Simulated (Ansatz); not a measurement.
# BFH₃NO (built from SMILES NB(O)F): search for a transition state

Aim: find the saddle point of a 1,2-elimination that is to form O2–H4 and break B1–O2, N3–H4, prove it by its vibrations, and relax downhill on both sides to see what it joins.

Method: PBE0-D4, def2-SVP first, then def2-TZVP; program: Ansatz 0.2.0, Gaussian basis.

90 further runs of the same task are left out: 90 set aside as unsound or not needed.

## (1) Where the work starts

The guess: 7 atoms, charge 0, spin multiplicity 1.

Atoms are counted from 1 here; the program's logs count them from 0.

Bond lengths: B1–N3 1.330 Å, B1–F5 1.305 Å, O2–H6 0.958 Å, N3–H7 1.002 Å. Angles: N3–B1–F5 149.3°, B1–N3–H7 136.3°.

Coordinates:

```xyz
7

B    -0.6578    0.1761    0.1219
O     0.3760   -1.2214    0.2921
N     0.1996    0.8042   -0.6784
H     0.8885   -0.3299   -0.4718
F    -1.7822    0.1782    0.7852
H     0.7723   -1.2593    1.1631
H     0.2035    1.6521   -1.2121
```

Distances that are to change: O2–H4 1.28 Å, B1–O2 1.75 Å, N3–H4 1.34 Å.

## (2) Relaxing the guess with the reacting distances held

Input file hold/in.yaml:

```yaml
crystal:
  periodic: [false, false, false]
  atoms:
    - {symbol: B, position_ang: [-0.657800, 0.176100, 0.121900]}
    - {symbol: O, position_ang: [0.376000, -1.221400, 0.292100]}
    - {symbol: N, position_ang: [0.199600, 0.804200, -0.678400]}
    - {symbol: H, position_ang: [0.888500, -0.329900, -0.471800]}
    - {symbol: F, position_ang: [-1.782200, 0.178200, 0.785200]}
    - {symbol: H, position_ang: [0.772300, -1.259300, 1.163100]}
    - {symbol: H, position_ang: [0.203500, 1.652100, -1.212100]}
basis:
  gaussian: {orbitals: def2-SVP}
hamiltonian: {xc: pbe0, dispersion: d4}
relax: {f_tol: 0.08, max_steps: 120, escape_saddle: false, constraints: [{distance: [1, 3]}, {distance: [0, 1]}, {distance: [2, 3]}]}
```

On the command line:

```sh
ansatz run in.yaml --threads 2 --pin off --events-out ev --progress --plain --max-ram 4352MiB
```

The runs that follow: Force constants to start from; Saddle search in the small basis; Saddle search in triple zeta; Checking the order of the point; Relaxing after a step of 0.30 Å one way along the mode; Relaxing after a step of 0.30 Å the other way along the mode.

**Question.** What will these runs give? Wanted: imaginary mode; barrier from the start side; barrier from the end side; energy of the step; pairs that change; zero-point energy at the saddle.

The runs gave:

```
                       quantity                                       value
                 imaginary mode                                   831i cm⁻¹
    barrier from the start side                               71.7 kcal/mol
      barrier from the end side                                1.5 kcal/mol
             energy of the step                              +70.2 kcal/mol
              pairs that change  O2–H4 formed, B1–O2 loosened, N3–H4 broken
zero-point energy at the saddle                                    1.198 eV
```

What this shows: One imaginary mode, 831i cm⁻¹, makes this a first-order saddle. The two relaxations end on the structures that were planned. A bond meant to break is only loosened at the end: the products stay bound as an adduct. At PBE0-D4/def2-TZVP the electronic barrier is 71.7 kcal/mol, about 121 kT at 298 K, and the step runs 70.2 kcal/mol uphill. A step off the saddle overshot and began above it in energy, so the link to its end is likely but not proven.
